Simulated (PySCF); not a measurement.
**C₄H₁₁FSi₂: electronic excitations**

Wanted: the electronic excitations of C₄H₁₁FSi₂ (`FC/C=C/[SiH2]C[SiH3]`), by calculation.

Computed with PySCF 2.14.0, with density-fitted response routines of our own, on a single molecule in the gas phase. Atoms are numbered from 0 throughout.

**1. Starting geometry**

18 atoms, charge 0, multiplicity 1; geometry from: GFN2-xTB.

Bonds of the start (Å): F0–C1 1.37, C1–C2 1.50, C2–C3 1.32, C3–Si4 1.88, Si4–C5 1.90, C5–Si6 1.90, C1–H7 1.10, C1–H8 1.10, C2–H9 1.08, C3–H10 1.08, Si4–H11 1.47, Si4–H12 1.47, C5–H13 1.09, C5–H14 1.09, Si6–H15 1.47, Si6–H16 1.46, Si6–H17 1.47.

**2. Ultraviolet spectrum: CAM-B3LYP/def2-SVPD**

Job settings and geometry (Å):

```
{"job": {"kind": "uv", "xc": "CAM-B3LYP", "basis": "def2-SVPD", "nstates": 8, "ntriplets": 3}, "charge": 0, "multiplicity": 1}
F     -3.459672    -0.633958     1.191373
C     -2.813217     0.515170     0.811682
C     -1.520499     0.240032     0.108398
C     -1.024546    -0.962258    -0.142596
Si     0.593669    -1.309156    -1.036271
C      1.721733     0.220880    -1.012069
Si     2.351149     0.760900     0.697159
H     -3.504564     1.065798     0.159744
H     -2.643376     1.097367     1.727015
H     -1.000665     1.142546    -0.184232
H     -1.604787    -1.817975     0.179368
H      1.260134    -2.438176    -0.374713
H      0.288550    -1.679681    -2.428598
H      2.583732     0.018198    -1.648185
H      1.200759     1.056839    -1.480287
H      3.161379     1.976890     0.555448
H      3.179173    -0.296086     1.279585
H      1.222290     1.048988     1.585521
```

With the program's defaults for keys left out, this is: TDDFT CAM-B3LYP/def2-SVPD, vertical, gas phase, core orbitals frozen in the response.

Launch:

```sh
OMP_NUM_THREADS=1 python probes_run.py task.json out
```

This one command runs all jobs of the session in turn.

What will the session give for the following? lowest singlet (CAM-B3LYP/def2-SVPD); brightest single state of those computed; lowest triplet. Wanted: lowest singlet; brightest single state of those computed; lowest triplet.

**Answer**, as computed:

```
                                quantity                        value
    lowest singlet (CAM-B3LYP/def2-SVPD)  6.90 eV (180 nm), f = 0.134
brightest single state of those computed  state 2, 6.91 eV, f = 0.202
                          lowest triplet                      4.30 eV
```

**Reading.** The lowest singlet, at 6.90 eV, is HOMO→LUMO 0.41, HOMO−2→LUMO 0.33 and is bright; of the 8 states computed, the strongest absorption comes from states 1 to 2 together at 6.91 eV. The lowest triplet lies 2.60 eV below the lowest singlet (triplets in Tamm-Dancoff, singlets in full TDDFT).
